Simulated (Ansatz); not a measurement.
**C3H11AlO: ionisation energy by level of theory**

An exercise on one series of results from a longer session: the logs are not shown, and one member is left open.

Computed with Ansatz 0.2.0, Gaussian basis. Level: unrestricted cation, the program's frozen cores in correlated methods.

The runs, in order: UKS PBE-D4/def2-TZVPP; UKS r2SCAN-D4/def2-TZVPP; UKS PBE0-D4/def2-TZVPP; UKS B3LYP-D4/def2-TZVPP; UKS wB97X-V/def2-TZVPP; UKS wB97M-V/def2-TZVPP; UKS B2PLYP/def2-TZVPP; UHF-CCSD(T)/def2-TZVPP; UHF-MP2/def2-QZVPP; extrapolation to the limit; then −ε(HOMO) from the neutral's earlier runs with LDA (SPW92), PBE-D4, revPBE-D4, BLYP-D4, r2SCAN-D4, B97M-V, PBE0-D4, B3LYP-D4, r2SCANh-D4, r2SCAN0-D4, HSE06-D4, BHLYP-D4, CAM-B3LYP-D4, LC-ωPBE, ωB97X-V, ωB97M-V.

**Structure used throughout**

An earlier PBE0-D4 in a triple-zeta def2 set relaxation fixed the geometry.

SMILES `[CH3][Al-]([CH3])([CH3])[OH2+]`, 16 atoms, charge 0, spin multiplicity 1.

Atoms are counted from 1 here; the program's logs count them from 0.

Bond lengths: C1–Al2 1.979 Å, C1–H6 1.097 Å, C1–H7 1.096 Å, C1–H8 1.097 Å, Al2–C3 1.979 Å, Al2–C4 1.967 Å, Al2–O5 2.056 Å, C3–H9 1.097 Å, C3–H10 1.097 Å, C3–H11 1.096 Å, C4–H12 1.095 Å, C4–H13 1.096 Å, C4–H14 1.095 Å, O5–H15 0.964 Å, O5–H16 0.964 Å. Angles: Al2–C1–H6 113.5°, Al2–C1–H7 110.6°, Al2–C1–H8 113.0°, H6–C1–H7 106.0°, H6–C1–H8 107.6°, H7–C1–H8 105.7°, C1–Al2–C3 117.7°, C1–Al2–C4 118.0°, C1–Al2–O5 96.4°, C3–Al2–C4 118.0°, C3–Al2–O5 96.3°, C4–Al2–O5 102.6°, Al2–C3–H9 113.0°, Al2–C3–H10 113.5°, Al2–C3–H11 110.6°, H9–C3–H10 107.6°, H9–C3–H11 105.7°, H10–C3–H11 106.0° and more.

Set-up of the first run:

in.yaml

```yaml
crystal:
  periodic: [false, false, false]
  atoms:
    - {symbol: C, position_ang: [-0.625974, 0.726214, -1.711968]}
    - {symbol: Al, position_ang: [0.085110, -0.142633, -0.082251]}
    - {symbol: C, position_ang: [1.692355, 0.650692, 0.756722]}
    - {symbol: C, position_ang: [-0.214923, -2.073503, 0.139271]}
    - {symbol: O, position_ang: [-1.276772, 0.673984, 1.223674]}
    - {symbol: H, position_ang: [-0.575030, 1.821124, -1.680880]}
    - {symbol: H, position_ang: [-0.049438, 0.422091, -2.593086]}
    - {symbol: H, position_ang: [-1.665248, 0.448760, -1.926771]}
    - {symbol: H, position_ang: [1.834148, 0.332171, 1.796717]}
    - {symbol: H, position_ang: [1.696619, 1.747160, 0.742459]}
    - {symbol: H, position_ang: [2.598190, 0.338631, 0.224443]}
    - {symbol: H, position_ang: [-0.023889, -2.410532, 1.163568]}
    - {symbol: H, position_ang: [0.449292, -2.654777, -0.510522]}
    - {symbol: H, position_ang: [-1.238279, -2.368282, -0.116043]}
    - {symbol: H, position_ang: [-0.820296, 1.221008, 1.872730]}
    - {symbol: H, position_ang: [-1.888766, 1.245192, 0.746136]}
basis:
  gaussian: {orbitals: def2-TZVPP}
total_charge: 1
magnetization: {spin_polarized: true, initial_magnetization: 1}
hamiltonian: {xc: pbe, dispersion: d4}
```

Command:

```console
$ ansatz run in.yaml --threads 2 --pin off --events-out ev --progress --plain --max-ram 32768MiB --backend cuda --devices 0, --max-vram 18GiB
```

Steps of the session up to this table: Cation, UKS PBE-D4/def2-TZVPP; Cation, UKS r2SCAN-D4/def2-TZVPP; Cation, UKS PBE0-D4/def2-TZVPP; Cation, UKS B3LYP-D4/def2-TZVPP; Cation, UKS wB97X-V/def2-TZVPP; Cation, UKS wB97M-V/def2-TZVPP; Cation, UKS B2PLYP (frozen core)/def2-TZVPP; Cation, UHF-CCSD(T)/def2-TZVPP; Cation, UHF-MP2/def2-QZVPP.

One table of the session follows, with a row left open; its other results are not shown here.

Orbital estimates, from the neutral's runs:

```
  functional  −ε(HOMO) (eV)
 LDA (SPW92)           5.73
      PBE-D4           5.61
   revPBE-D4           5.56
     BLYP-D4           5.50
   r2SCAN-D4           5.87
      B97M-V           5.95
     PBE0-D4           6.89
    B3LYP-D4           6.68
  r2SCANh-D4           6.35
  r2SCAN0-D4           7.06
    HSE06-D4           6.49
    BHLYP-D4           8.09
CAM-B3LYP-D4           8.28
     LC-ωPBE           9.65
     ωB97X-V           9.29
     ωB97M-V              ?
```

Estimate the missing values for ωB97M-V.

As computed: −ε(HOMO) (eV): 9.15. In the column «−ε(HOMO) (eV)» it lies between CAM-B3LYP-D4 (8.28) and ωB97X-V (9.29).
